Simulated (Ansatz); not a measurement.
The system is GdO.

```
Gd O
1.0
     2.80181    0.00000    0.00000
     0.00000    2.80181    0.00000
     0.00000    0.00000    2.80181
Gd O
1 1
Cartesian
  0.0000 0.0000 0.0000
  1.4009 1.4009 1.4009
```

The cell comes from a database or a generator and needn't be the stable form of this composition.

Base run:

* Program: Ansatz 0.2.0
* Functional: r2SCAN
* Potentials or basis: Ansatz PAW
* Cutoff: 500 eV (not typed: the program's choice for these potentials)
* k mesh: 9 × 9 × 9
* Occupations: fermi-dirac, width 0.05 eV
* Spin: collinear spin, ferromagnetic start
* Starting moments: [7.0, 0.0] μB
* Hubbard terms: Gd f U = 5 eV

Its results: band gap on the k mesh none (metal or under the smearing width); pressure 53.2 GPa; net moment 7.60 μB per cell; site moments Gd +7.18; O -0.01 μB.

Question: The run is repeated on the same cell with these changes: hubbard terms from Gd f U = 5 eV to Gd f U = 4 eV. What comes out?

Answer: Band gap on the k mesh none (metal or under the smearing width); pressure 52.7 GPa; net moment 7.60 μB per cell; site moments Gd +7.18; O -0.01 μB.

Caveats: the magnetic or orbital state may not be the lowest; a pressure of tens of GPa on the cell as given is suspect, and the run, the potentials or the cell itself is likely at fault; spin-orbit coupling is left out, which moves the levels of the heavy elements; a cell with one magnetic atom can't hold antiferromagnetic order, which such compounds often take; the PAW data sets come from PBE, with cores solved anew for the run's functional, which leaves a small shift of forces and pressure.
